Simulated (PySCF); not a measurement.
**Si⁺: dipole response in aug-cc-pV(5+d)Z**

How polarisable is Si⁺ at the levels listed below?

The numbers are computed with PySCF 2.14.0 (unrestricted determinants in a Gaussian basis, no spin-orbit coupling in the energies), except any that are marked as measured or tabulated.

### 1 Starting point

| Quantity | Value |
| --- | --- |
| Element | silicon (Z = 14) |
| Basis | aug-cc-pV(5+d)Z (8s7p6d4f3g2h, 136 functions) |
| Hamiltonian | the non-relativistic Hamiltonian (point nucleus) |
| State 1 | Si⁺: [Ne] 3s2 3p1, 2P determinant |
| Methods | UHF, PBE, PBE0 |

The outer shells:

Si+ [Ne] 3s2 3p1
```
[Ne] core
3s [↑↓]
3p [↑ ][  ][  ]
```

The runs were made by one driver on top of PySCF. The scripts below sum up each run's settings (the driver also hands on starting orbitals that pick excited configurations, and frozen orbitals as a list rather than a count), and the logs come from the driver's own runs. The driver starts from symmetry-adapted Hartree-Fock orbitals, holds the occupation by maximum overlap and uses a logarithmic radial grid for functionals, so a plain start would take other cycles.

The integrals over 136 functions and the set-up took 6.3 s of CPU time.

### 2 Si⁺, method by method

UHF:

File input.py:

```python
from pyscf import gto, scf, dft, mp, cc
import basis_set_exchange as bse
mol = gto.M(atom="Si 0 0 0", charge=1, spin=1, symmetry="D2h",
            basis=gto.basis.parse(bse.get_basis("aug-cc-pV(5+d)Z", elements=["Si"], fmt="nwchem")))
mf = scf.UHF(mol)
mf.irrep_nelec = {'Ag': (3, 3), 'B1u': (1, 1), 'B2u': (2, 1), 'B3u': (1, 1)}
mf.kernel()
```

What it wrote:

```text
damping factor = 0
level_shift factor = 0
DIIS = <class 'pyscf.scf.diis.CDIIS'>
diis_start_cycle = 1
diis_space = 10
diis_damp = 0
SCF conv_tol = 1e-09
SCF conv_tol_grad = None
number electrons alpha = 7  beta = 6
cycle= 1 E= -288.577261773747  delta_E= -0.00405  |g|= 0.0238  |ddm|= 0.0559
cycle= 2 E= -288.577999991346  delta_E= -0.000738  |g|= 0.0106  |ddm|= 0.026
cycle= 3 E= -288.578182021039  delta_E= -0.000182  |g|= 0.000659  |ddm|= 0.0225
cycle= 4 E= -288.57818264605  delta_E= -6.25e-07  |g|= 0.00013  |ddm|= 0.00311
cycle= 5 E= -288.578182672232  delta_E= -2.62e-08  |g|= 3.42e-05  |ddm|= 0.00107
cycle= 6 E= -288.578182673853  delta_E= -1.62e-09  |g|= 8.33e-06  |ddm|= 0.000285
cycle= 7 E= -288.578182673954  delta_E= -1.01e-10  |g|= 7.73e-07  |ddm|= 7.53e-05
converged SCF energy = -288.578182673954  <S^2> = 0.76654725  2S+1 = 2.0164794
```

It used 79 s of CPU time after the integrals (shared host).

Orbital energies by shell (radii are means over both spins):

```csv
shell,electrons,mean orbital energy (eV),spread (eV),rms radius (bohr)
1s α,1,-1882.4,0,0.129
1s β,1,-1882.2,0,0.129
2s α,1,-177.28,0,0.614
2s β,1,-177.09,0,0.614
2p α,3,-125.59,0.377,0.599
2p β,3,-125.22,0.451,0.599
3s α,1,-24.076,0,2.25
3s β,1,-21.668,0,2.25
3p α,1,-16.225,0,2.65
```

⟨S²⟩ = 0.767, ⟨L²⟩ = 2.05.

The driver then solved the coupled dipole response at imaginary frequencies: mean α = 19.56 bohr³ (xx, yy, zz: 19.17, 20.36, 19.17), C₆ = 105.2 au for a like pair.

PBE:

Changes to input.py:

```diff
@@ -4,3 +4,3 @@
             basis=gto.basis.parse(bse.get_basis("aug-cc-pV(5+d)Z", elements=["Si"], fmt="nwchem")))
-mf = scf.UHF(mol)
+mf = dft.UKS(mol, xc="PBE")
 mf.irrep_nelec = {'Ag': (3, 3), 'B1u': (1, 1), 'B2u': (2, 1), 'B3u': (1, 1)}
```

What it wrote:

```text
damping factor = 0
level_shift factor = 0
DIIS = <class 'pyscf.scf.diis.CDIIS'>
diis_start_cycle = 1
diis_space = 10
diis_damp = 0
SCF conv_tol = 1e-09
SCF conv_tol_grad = None
number electrons alpha = 7  beta = 6
XC functionals = PBE
    J. P. Perdew, K. Burke, and M. Ernzerhof.,  Phys. Rev. Lett. 77, 3865 (1996)
    J. P. Perdew, K. Burke, and M. Ernzerhof.,  Phys. Rev. Lett. 78, 1396 (1997)
    J. P. Perdew, K. Burke, and M. Ernzerhof.,  Phys. Rev. Lett. 77, 3865 (1996)
    J. P. Perdew, K. Burke, and M. Ernzerhof.,  Phys. Rev. Lett. 78, 1396 (1997)
cycle= 1 E= -288.931333521159  delta_E= -0.0089  |g|= 0.0177  |ddm|= 8.26
cycle= 2 E= -288.931414065718  delta_E= -8.05e-05  |g|= 0.00835  |ddm|= 0.366
cycle= 3 E= -288.931421564186  delta_E= -7.5e-06  |g|= 0.000793  |ddm|= 0.187
cycle= 4 E= -288.931422035009  delta_E= -4.71e-07  |g|= 0.00013  |ddm|= 0.00876
cycle= 5 E= -288.931422043599  delta_E= -8.59e-09  |g|= 2.26e-05  |ddm|= 0.00073
cycle= 6 E= -288.931422043734  delta_E= -1.34e-10  |g|= 4.78e-07  |ddm|= 0.000105
converged SCF energy = -288.931422043734  <S^2> = 0.75453666  2S+1 = 2.0045315
```

It used 20 s of CPU time after the integrals (shared host).

The driver then solved the coupled dipole response at imaginary frequencies: mean α = 19.12 bohr³ (xx, yy, zz: 18.46, 20.43, 18.46), C₆ = 101.0 au for a like pair.

PBE0:

Changes to input.py:

```diff
@@ -4,3 +4,3 @@
             basis=gto.basis.parse(bse.get_basis("aug-cc-pV(5+d)Z", elements=["Si"], fmt="nwchem")))
-mf = dft.UKS(mol, xc="PBE")
+mf = dft.UKS(mol, xc="PBE0")
 mf.irrep_nelec = {'Ag': (3, 3), 'B1u': (1, 1), 'B2u': (2, 1), 'B3u': (1, 1)}
```

What it wrote:

```text
damping factor = 0
level_shift factor = 0
DIIS = <class 'pyscf.scf.diis.CDIIS'>
diis_start_cycle = 1
diis_space = 10
diis_damp = 0
SCF conv_tol = 1e-09
SCF conv_tol_grad = None
number electrons alpha = 7  beta = 6
XC functionals = PBE0
    C. Adamo and V. Barone.,  J. Chem. Phys. 110, 6158 (1999)
    M. Ernzerhof and G. E. Scuseria.,  J. Chem. Phys. 110, 5029 (1999)
cycle= 1 E= -288.9561279484  delta_E= -0.00573  |g|= 0.0129  |ddm|= 4.85
cycle= 2 E= -288.956257150044  delta_E= -0.000129  |g|= 0.00392  |ddm|= 0.268
cycle= 3 E= -288.95626648839  delta_E= -9.34e-06  |g|= 0.00132  |ddm|= 0.0663
cycle= 4 E= -288.956267578957  delta_E= -1.09e-06  |g|= 9.43e-05  |ddm|= 0.0187
cycle= 5 E= -288.956267583733  delta_E= -4.78e-09  |g|= 4.31e-06  |ddm|= 0.00125
cycle= 6 E= -288.956267583751  delta_E= -1.78e-11  |g|= 7.37e-07  |ddm|= 3.39e-05
converged SCF energy = -288.956267583751  <S^2> = 0.75622105  2S+1 = 2.0062114
```

CPU time 88 s on a shared host, the integrals not counted.

The driver then solved the coupled dipole response at imaginary frequencies: mean α = 19.09 bohr³ (xx, yy, zz: 18.56, 20.17, 18.56), C₆ = 101.1 au for a like pair.

Radial density 4πr²ρ of Si⁺ at UHF:

```csv
r (bohr),density,spin density
0.00182,0.0702,0.000
0.00307,0.192,0.000
0.00516,0.512,0.000
0.00868,1.31,0.000
0.0146,3.15,0.000
0.0246,6.75,0.000
0.0413,12.0,0.001
0.0695,15.8,0.005
0.117,13.3,0.020
0.197,9.60,0.059
0.331,13.4,0.086
0.556,11.9,0.022
0.936,3.31,0.039
1.57,1.61,0.378
2.65,0.993,0.375
4.45,0.0944,0.055
7.49,0.000637,0.001
```

### 3 The response side by side

Si⁺, in atomic units:

```csv
method,mean α,C₆ (like pair),S(−4)
UHF,19.56,105.2,156.4
PBE,19.12,101.0,150.8
PBE0,19.09,101.1,148.6
```

α(iu) at PBE0:

```csv
u (hartree),α(iu) (bohr³)
0,19.09
0.0500,18.73
0.100,17.72
0.200,14.62
0.300,11.37
0.500,6.746
0.750,3.844
1.00,2.455
1.50,1.273
2.00,0.8043
3.00,0.4345
5.00,0.2089
```

### 4 What came out

| quantity | value |
| --- | --- |
| α of Si⁺ | 19.09 (PBE0) to 19.56 (UHF) bohr³ |

What this shows: A single London oscillator with the computed α and C₆ of Si⁺ at UHF would have ω = 4 C₆ / (3 α²) = 0.366 hartree. The basis is finite, and no extrapolation was made.
